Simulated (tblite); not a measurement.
# C10H6: the cost of one run

Computed with tblite 0.8.0 and PySCF 2.14.0, with density-fitted response routines of our own, on a single molecule in the gas phase. Atoms count from 0, in the outputs and in this text.

### Step 1. Starting geometry

16 atoms, charge 1, multiplicity 2; geometry from: force field or distance geometry start.

Bonds of the start (Å): C0–C1 1.22, C1–C2 1.44, C2–C3 1.38, C3–C4 1.39, C4–C5 1.38, C5–C6 1.37, C6–C7 1.44, C7–C8 1.29, C6–C9 1.38, C9–C2 1.39, C0–H10 1.05, C3–H11 1.08, C4–H12 1.08, C5–H13 1.08, C8–H14 1.06, C9–H15 1.08.

### Step 2. Optimising the geometry with GFN2-xTB

What the job is given:

```
{"job": {"kind": "relax", "xc": "GFN2-xTB", "basis": "xTB"}, "charge": 1, "multiplicity": 2}
C      2.475500    -2.347600    -0.919500
C      1.757100    -1.409600    -0.620600
C      0.937600    -0.288600    -0.221500
C      1.446200     0.990500    -0.126100
C      0.587500     2.010600     0.263900
C     -0.746200     1.744100     0.504800
C     -1.254900     0.472200     0.394100
C     -2.640100     0.193200     0.664500
C     -3.178500    -0.945100     0.373200
C     -0.404600    -0.553800     0.030300
H      3.097500    -3.152900    -1.186900
H      2.486200     1.190300    -0.312600
H      0.986300     3.012100     0.352200
H     -1.368100     2.581900     0.794100
H     -3.411000    -1.928600     0.054300
H     -0.778200    -1.559700    -0.055500
```

On the command line:

```sh
> OMP_NUM_THREADS=1 python probes_run.py task.json out
```

The driver reads the jobs from task.json and runs them one after another.

**Question.** How long does this first job take on 1 thread of Arm Neoverse N1, shared host?

About 1 s.
